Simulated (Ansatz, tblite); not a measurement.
# The cluster Ga₆: one state, many levels

Aim: run the singlet of the cluster Ga₆ at one geometry on many levels, and compare frontier levels, spin and run time.

The runs use Ansatz 0.2.0, Gaussian basis; as each input shows.

The runs, in order: GFN1-xTB, PBE-D4/def2-TZVP, r2SCAN-D4/def2-TZVP, BHLYP-D4/def2-TZVP, BLYP-D4/def2-TZVP, PBE-D4/def2-SVP, PBE0-D4/def2-SVP, HF/STO-3G, HF/6-31G, B3LYP-D4/6-31G, PBE0-D4/def2-TZVPD, PBE-D4/def2-TZVPD, BHLYP-D4/def2-TZVPD, MP2/def2-TZVP, RPA/def2-TZVP.

7 further runs of the same task are left out: 5 that didn't finish, 2 set aside as unsound or not needed. Runs told in other sessions of the task aren't counted.

**1. The structure**

The geometry is that of the singlet, from an earlier relaxation (r2SCAN-D4/def2-SVP). At that level it is the lowest of the isomers that a small search found.

6 atoms, charge 0, spin multiplicity 1.

Bond lengths: Ga1–Ga3 2.525 Å, Ga1–Ga6 2.510 Å, Ga2–Ga3 2.510 Å, Ga2–Ga5 2.510 Å, Ga2–Ga6 2.583 Å, Ga4–Ga5 2.525 Å, Ga4–Ga6 2.511 Å. Angles: Ga3–Ga1–Ga6 90.7°, Ga3–Ga2–Ga5 75.7°, Ga3–Ga2–Ga6 89.4°, Ga5–Ga2–Ga6 89.4°, Ga1–Ga3–Ga2 90.6°, Ga5–Ga4–Ga6 90.7°, Ga2–Ga5–Ga4 90.6°, Ga1–Ga6–Ga2 89.3°, Ga1–Ga6–Ga4 75.8°, Ga2–Ga6–Ga4 89.3°.

PBE0-D4/def2-TZVP was run before; its log isn't repeated, and its numbers join the tables.

**2. GFN1-xTB**

Tight binding, by tblite at 300 K electronic temperature and without a spin-polarisation term:

```python
tblite.interface.Calculator('GFN1-xTB', numbers, positions, charge=0, uhf=0).singlepoint()
```

Energy -213.5168 eV, HOMO -8.19 eV, LUMO -6.59 eV; 0.006 s.

**3. PBE-D4/def2-TZVP**

start.molden holds the orbitals of an earlier run on this state, given as this run's starting guess.

The input, in.yaml:

```yaml
crystal:
  periodic: [false, false, false]
  atoms:
    - {symbol: Ga, position_ang: [1.280905, -0.702040, 1.506996]}
    - {symbol: Ga, position_ang: [0.039799, 1.578712, -0.956542]}
    - {symbol: Ga, position_ang: [-0.090036, 1.417468, 1.544804]}
    - {symbol: Ga, position_ang: [-0.651423, -1.912122, -0.570299]}
    - {symbol: Ga, position_ang: [-2.019915, 0.209083, -0.529057]}
    - {symbol: Ga, position_ang: [1.440670, -0.591101, -0.995903]}
basis:
  gaussian: {orbitals: def2-TZVP, initial_orbitals: start.molden}
hamiltonian: {xc: pbe, dispersion: d4}
scf: {omitted_lower_state_checks: [starts]}
output: {orbitals: {seedname: orbitals}}
```

On the command line:

```bash
ansatz run in.yaml --threads 4 --pin off --events-out ev --progress --plain --max-ram 4787MiB
```

After this run come: r2SCAN-D4/def2-TZVP; BHLYP-D4/def2-TZVP; BLYP-D4/def2-TZVP; PBE-D4/def2-SVP; PBE0-D4/def2-SVP; HF/STO-3G; HF/6-31G; B3LYP-D4/6-31G; PBE0-D4/def2-TZVPD; PBE-D4/def2-TZVPD; BHLYP-D4/def2-TZVPD; MP2/def2-TZVP; RPA/def2-TZVP.

**Question.** What will the summary of the whole plan be? Wanted: gap in def2-TZVP, named functionals, smallest and largest; correlation energy, MP2/def2-TZVP; binding an atom, functionals in def2-TZVP; PBE0 total energy, smallest basis above largest.

The runs gave:

| quantity | value |
| --- | --- |
| gap in def2-TZVP, named functionals, smallest and largest | 0.63 eV (BLYP-D4), 3.01 eV (BHLYP-D4) |
| correlation energy, MP2/def2-TZVP | -37.96 eV |
| binding an atom, functionals in def2-TZVP | 1.53 (BHLYP-D4) to 1.93 eV (PBE-D4) |
| PBE0 total energy, smallest basis above largest | 40.35 eV (def2-SVP, def2-TZVPD) |

Orbital gaps of the named functionals in def2-TZVP span 0.63 eV (BLYP-D4) to 3.01 eV (BHLYP-D4); exact exchange widens it.
